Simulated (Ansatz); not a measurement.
# NaFeF3: the cost of one run

Computed with Ansatz 0.2.0 (DFT LDA+U (U_eff = 1 eV on Fe d), plane waves, PAW, unless a step's input says otherwise).

## Step 1: The starting structure

Symmetry: Cmcm, No. 63, orthorhombic system. Conventional cell: a = 3.138 Å, b = 10.209 Å, c = 7.459 Å, α = 90.00°, β = 90.00°, γ = 90.00°. Around Na (site symmetry m2m) lie 8 F at 2.28 to 2.58 Å. Around Fe (site symmetry 2/m) lie 6 F at 2.05 to 2.08 Å. Around F (site symmetry m2m) lie 2 Fe at 2.05 Å and 2 Na at 2.28 Å. F (site symmetry m) is surrounded by 2 Fe at 2.08 Å and 3 Na at 2.49 to 2.58 Å.

Coordinates:

```
Na Fe F
1.0
     1.56887   -5.10435    0.00000
     1.56887    5.10435    0.00000
     0.00000    0.00000    7.45875
Na Fe F
2 2 6
Direct
  0.25430 0.74570 0.75000
  0.74570 0.25430 0.25000
  0.00000 0.00000 0.50000
  0.00000 0.00000 0.00000
  0.91580 0.08420 0.75000
  0.08420 0.91580 0.25000
  0.37220 0.62780 0.44370
  0.62780 0.37220 0.94370
  0.62780 0.37220 0.55630
  0.37220 0.62780 0.05630
```

Magnetic order typed: opposed in the cell.

## Step 2: From atoms, symmetry kept, no search

The input, input.yaml:

```yaml
crystal:
  lattice:
    - [1.56887018, -5.10435059, 0.0]
    - [1.56887018, 5.10435059, 0.0]
    - [0.0, 0.0, 7.45875086]
  atoms:
    - { symbol: Na, position: [0.2543, 0.7457, 0.75] }
    - { symbol: Na, position: [0.7457, 0.2543, 0.25] }
    - { symbol: Fe, position: [0.0, 0.0, 0.5], spin: 4.0 }
    - { symbol: Fe, position: [0.0, 0.0, 0.0], spin: -4.0 }
    - { symbol: F, position: [0.9158, 0.0842, 0.75] }
    - { symbol: F, position: [0.0842, 0.9158, 0.25] }
    - { symbol: F, position: [0.3722, 0.6278, 0.4437] }
    - { symbol: F, position: [0.6278, 0.3722, 0.9437] }
    - { symbol: F, position: [0.6278, 0.3722, 0.5563] }
    - { symbol: F, position: [0.3722, 0.6278, 0.0563] }
basis:
  ecutwfc: 420
  ecutrho_ratio: 4
kpoints:
  mp_grid: { grid: [6, 6, 3] }
hamiltonian:
  xc: lda
  hubbard:
    sites: [{ site: 2, l: d, u_eff: 1.0 }, { site: 3, l: d, u_eff: 1.0 }]
scf:
  occupations: { method: gaussian, width: 0.05 }
  lower_state_search: "off"
  max_iter: 150
output:
  forces: true
  stress: true
  eigenvalues: true
  populations: true
  hubbard: { sites: [{ site: 2, l: d }, { site: 3, l: d }] }
magnetization:
  spin_polarized: true
```

Launch:

```bash
ansatz run input.yaml --threads 8 --pin off --max-ram 12288MiB --backend cpu --events-out ev --progress --plain --runs-dir out
```

**Question.** How long does this run take on 8 threads of Arm Neoverse V2, shared host, and how much memory does it need?

About 7.1 s, with a peak of 0.96 GiB.
